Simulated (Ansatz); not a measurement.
# B2TeC: the cost of one run

Program: Ansatz 0.2.0. Level of theory: DFT PBE, scalar-relativistic, plane waves, PAW. These are calculated values, not measurements.

## (1) The starting structure

Symmetry: P4/mmm, No. 123, tetragonal system. The conventional cell has a = 4.382 Å, b = 4.382 Å, c = 3.315 Å, α = 90.00°, β = 90.00°, γ = 90.00°. B (site symmetry mmm) is surrounded by 2 Te at 2.19 Å. Around Te (site symmetry 4/mmm) lie 2 C at 1.66 Å. C (site symmetry 4/mmm) has 2 Te at 1.66 Å as nearest neighbours.

As a file:

```cif
data_structure
_symmetry_space_group_name_H-M 'P 1'
_symmetry_Int_Tables_number 1
_cell_length_a 4.3816
_cell_length_b 4.3816
_cell_length_c 3.3153
_cell_angle_alpha 90.000
_cell_angle_beta 90.000
_cell_angle_gamma 90.000
_cell_volume 63.65
loop_
_atom_site_label
_atom_site_type_symbol
_atom_site_fract_x
_atom_site_fract_y
_atom_site_fract_z
_atom_site_occupancy
B1 B 0.00000 0.50000 0.50000 1
B2 B 0.50000 0.00000 0.50000 1
Te1 Te 0.00000 0.00000 0.50000 1
C1 C 0.00000 0.00000 0.00000 1
```

The cell is invented: random cell by space group and Wyckoff sites (P4/mmm, No. 123). Its size is a rough estimate.

## (2) Probe: one point on a coarse mesh

input.yaml reads:

```yaml
crystal:
  lattice:
    - [4.38163664, 0.0, 0.0]
    - [0.0, 4.38163664, 0.0]
    - [0.0, 0.0, 3.31532683]
  atoms:
    - { symbol: B, position: [0.0, 0.5, 0.5] }
    - { symbol: B, position: [0.5, 0.0, 0.5] }
    - { symbol: Te, position: [0.0, 0.0, 0.5] }
    - { symbol: C, position: [0.0, 0.0, 0.0] }
basis:
  ecutwfc: 420
kpoints:
  mp_grid: { grid: [4, 4, 6] }
hamiltonian:
  xc: pbe
scf:
  occupations: { method: gaussian, width: 0.1 }
  lower_state_search: "off"
output:
  forces: true
  stress: true
  eigenvalues: true
```

Started as:

```sh
$ ansatz run input.yaml --threads 1 --pin off --max-ram 2048MiB --backend cpu --events-out ev --progress --plain --runs-dir out
```

Q: Estimate wall time and peak memory on 1 thread of Intel Xeon Platinum 8488C (Sapphire Rapids), shared host.

About 1.4 s, with a peak of 0.46 GiB.
